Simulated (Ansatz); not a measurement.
**CH₅ISi: small, medium and large basis sets**

Aim: see how fast density functionals converge with the basis set for CH₅ISi.

The runs use Ansatz 0.2.0, Gaussian basis; one geometry, several basis sets.

Plan: PBE0-D4/def2-SVP; ωB97M-V/def2-SVP; PBE0-D4/def2-QZVPP; ωB97M-V/def2-QZVPP; the functionals' def2-TZVPP values are taken from earlier runs.

### Step 1. Structure used throughout

All runs share one geometry, relaxed beforehand with PBE0-D4 in a triple-zeta def2 set. I takes the def2 core potential; no spin-orbit term is included.

8 atoms, charge 0, spin multiplicity 1.

Atoms are counted from 1 here; the program's logs count them from 0.

Bond lengths: Si1–C2 1.877 Å, Si1–H4 1.483 Å, Si1–H5 1.490 Å, Si1–H6 1.483 Å, C2–I3 2.141 Å, C2–H7 1.089 Å, C2–H8 1.089 Å. Angles: C2–Si1–H4 109.6°, C2–Si1–H5 109.0°, C2–Si1–H6 109.6°, H4–Si1–H5 109.3°, H4–Si1–H6 110.0°, H5–Si1–H6 109.3°, Si1–C2–I3 109.8°, Si1–C2–H7 112.7°, Si1–C2–H8 112.7°, I3–C2–H7 106.1°, I3–C2–H8 106.1°, H7–C2–H8 109.0°.

Coordinates:

```xyz
8
CH5ISi
Si   -0.8222    0.4295   -0.1869
C     0.9041   -0.2897   -0.0308
I     0.9618   -1.6914    1.5866
H    -1.7919   -0.6601   -0.4568
H    -0.8436    1.4000   -1.3168
H    -1.1839    1.1304    1.0695
H     1.6553    0.4647    0.1975
H     1.2125   -0.8405   -0.9179
```

### Step 2. PBE0-D4 in def2-SVP

File in.yaml:

```yaml
crystal:
  periodic: [false, false, false]
  atoms:
    - {symbol: Si, position_ang: [-0.822168, 0.429485, -0.186855]}
    - {symbol: C, position_ang: [0.904149, -0.289673, -0.030801]}
    - {symbol: I, position_ang: [0.961836, -1.691431, 1.586570]}
    - {symbol: H, position_ang: [-1.791901, -0.660076, -0.456805]}
    - {symbol: H, position_ang: [-0.843637, 1.400039, -1.316821]}
    - {symbol: H, position_ang: [-1.183909, 1.130355, 1.069467]}
    - {symbol: H, position_ang: [1.655345, 0.464730, 0.197489]}
    - {symbol: H, position_ang: [1.212484, -0.840528, -0.917943]}
basis:
  gaussian: {orbitals: def2-SVP}
hamiltonian: {xc: pbe0, dispersion: d4}
output: {orbitals: {seedname: orbitals}}
```

On the command line:

```console
ansatz run in.yaml --threads 2 --pin off --events-out ev --progress --plain --max-ram 4352MiB
```

The runs that follow: ωB97M-V in def2-SVP; PBE0-D4 in def2-QZVPP; ωB97M-V in def2-QZVPP.

**Question.** What will the summary of the whole plan be? Wanted: PBE0-D4: double and triple zeta above quadruple; ωB97M-V: double and triple zeta above quadruple.

As calculated:

| quantity | value |
| --- | --- |
| PBE0-D4: double and triple zeta above quadruple | 4.68, 0.37 eV |
| ωB97M-V: double and triple zeta above quadruple | 4.80, 0.35 eV |

What this shows: PBE0-D4 gains 4.31 eV from double to triple zeta, then 0.37 eV more. These are total energies; as a rule much of such shifts cancels in differences, which this series doesn't test.
